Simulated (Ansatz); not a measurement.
**SiGeCl+ (triplet): the correlation ladder, cc-pVTZ**

Aim: climb from Hartree-Fock through coupled cluster and multireference methods for SiGeCl+ (triplet) at one geometry and basis, and see what each rung misses.

Computed with Ansatz 0.2.0, Gaussian basis. Level: cc-pVTZ, core rule «outside noble gas», up to 24 orbitals frozen.

Plan: UHF; CCSD(T) on ROHF; CCSD(T) on UHF; BCCD(T) on ROHF; CCSDT(Q) on ROHF; CCSDT(Q) on UHF; CASSCF and NEVPT2, 14 electrons in 12 orbitals.

5 further runs of the same task are left out: 5 set aside as unsound or not needed.

### Step 1. What is computed

The geometry is a PBE0/def2-TZVP stationary point (not a proven minimum) of the parent state, kept for this charge and spin. No spin-orbit coupling is included. The filled d shell of Ge may be among the frozen orbitals whatever the setting's name suggests; the logs give the count.

3 atoms, charge 1, spin multiplicity 3.

Atoms are counted from 1 here; the program's logs count them from 0.

Bond lengths: Cl1–Ge2 2.190 Å, Ge2–Si3 2.406 Å. Angles: Cl1–Ge2–Si3 108.0°.

Coordinates:

```
Cl    0.0000   -0.6971    1.6968
Ge    0.0000    0.6280   -0.0462
Si    0.0000   -0.7442   -2.0224
```

### Step 2. UHF

Contents of in.yaml:

```yaml
crystal:
  periodic: [false, false, false]
  atoms:
    - {symbol: Cl, position_ang: [0.000000, -0.697134, 1.696808]}
    - {symbol: Ge, position_ang: [0.000000, 0.627975, -0.046205]}
    - {symbol: Si, position_ang: [0.000000, -0.744178, -2.022417]}
basis:
  gaussian: {orbitals: cc-pVTZ}
total_charge: 1
magnetization: {spin_polarized: true, initial_magnetization: 2}
hamiltonian: {xc: hf}
output: {orbitals: {seedname: orbitals}}
```

Run with:

```sh
> ansatz run in.yaml --threads 1 --pin off --events-out ev --progress --plain --max-ram 4096MiB --backend cpu
```

The runs that follow: CCSD(T) on ROHF; CCSD(T) on UHF; BCCD(T) on ROHF; CCSDT(Q) on ROHF; CCSDT(Q) on UHF; CASSCF and NEVPT2, 14 electrons in 12 orbitals.

**Question.** What will the summary of the whole plan be? Wanted: RCCSDT(Q) below the RHF energy; RMP2 from RCCSDT(Q); UMP2 from RCCSDT(Q); RCCSD from RCCSDT(Q); RCCSD(T) from RCCSDT(Q); UCCSD(T) from RCCSDT(Q); UCCSDT(Q) from RCCSDT(Q); NEVPT2 valence from RCCSDT(Q); T1 diagnostic.

The runs gave:

| quantity | value |
| --- | --- |
| RCCSDT(Q) below the RHF energy | -10.7166 eV |
| RMP2 from RCCSDT(Q) | +161.2 kJ/mol |
| UMP2 from RCCSDT(Q) | +170.9 kJ/mol |
| RCCSD from RCCSDT(Q) | +60.2 kJ/mol |
| RCCSD(T) from RCCSDT(Q) | +9.0 kJ/mol |
| UCCSD(T) from RCCSDT(Q) | +9.1 kJ/mol |
| UCCSDT(Q) from RCCSDT(Q) | -0.8 kJ/mol |
| NEVPT2 valence from RCCSDT(Q) | +182.4 kJ/mol |
| levels within 1 kcal/mol (43 meV) | RCCSDT, UCCSDT, UCCSDT(Q) |
| T1 diagnostic | 0.032 |
| effectively unpaired electrons | 2.07 |

RCCSD(T) misses by +9.0 kJ/mol, 0.9 % of the correlation energy. One determinant dominates. These misses are within one basis, not against nature; the frozen cores of restricted and unrestricted runs differ, which can shift their rows.
